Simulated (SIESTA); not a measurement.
**BaSrZr2O6 under changes of volume**

One of the cells (15.095 Å³/atom); the others are scaled copies at fixed shape and fractional positions:

```
Ba Zr Sr O
1.0
     4.21677   -4.23349    0.00000
     4.21677    4.23349    0.00000
     0.00000    0.00000    4.22791
Ba Zr Sr O
1 2 1 6
Direct
  0.00000 0.00000 0.50000
  0.00000 0.50000 0.00000
  0.50000 0.00000 0.00000
  0.50000 0.50000 0.50000
  0.75916 0.24084 0.00000
  0.24084 0.75916 0.00000
  0.73379 0.73379 0.00000
  0.26621 0.26621 0.00000
  0.00000 0.50000 0.50000
  0.50000 0.00000 0.50000
```

The cell comes from a database or a generator and needn't be the stable form of this composition.

| Item | Value |
| --- | --- |
| Program | SIESTA 5.4.2 |
| Functional | LDA |
| Potentials or basis | PseudoDojo 0.4 standard (LDA files) |
| Basis | DZP (energy shift 0.003 Ry; two zetas on semicore shells; d shell added on Ba, Sr) |
| Grid cutoff | 800 Ry |
| Energy shift | 0.003 Ry |
| k mesh | 4 × 4 × 4 |
| Occupations | fermi-dirac, width 0.05 eV |
| Spin | no spin polarisation |

```csv
volume (Å³/atom),energy over the lowest point (meV/atom),pressure (GPa),gap on the mesh (eV),largest force (eV/Å)
14.189,0.00,0.7,3.01,0.133
14.491,2.06,-2.8,2.97,0.135
14.793,?,?,?,?
15.095,24.52,-8.8,2.89,0.137
15.397,43.61,-11.4,2.85,0.138
15.699,67.20,-13.6,2.81,0.138
16.001,94.80,-15.6,2.77,0.138
```

Q: What does the run at 14.793 Å³/atom give?

A: Energy over the lowest point 10.46 meV/atom; pressure -6.0 GPa; gap on the mesh 2.93 eV; largest force 0.136 eV/Å.

Worked out: A Birch-Murnaghan fit of order 3 (a polynomial in V^(-2/3)) to the other rows has its minimum at 14.25 Å³/atom with B0 = V·E''(V) = 174 GPa and B' = 4.4 at fixed shape and positions, which overstates the stiffness. It gives 10.46 meV/atom at 14.793 Å³/atom, against the run's 10.46, and -dE/dV = -6.0 GPa, against -6.0. A straight line through the other rows of the gap, of slope -1.99 eV per unit of ln V, gives 2.93 eV, against the run's 2.93.

Energies are extrapolated to zero smearing.

Caveats: this set's barium file shifts pressures by up to 1 GPa against other sets; spin-orbit coupling is left out, which moves the levels of the heavy elements; the basis of atomic orbitals isn't converged, which shifts pressures, moduli and gaps.

A mesh can miss the band edges.
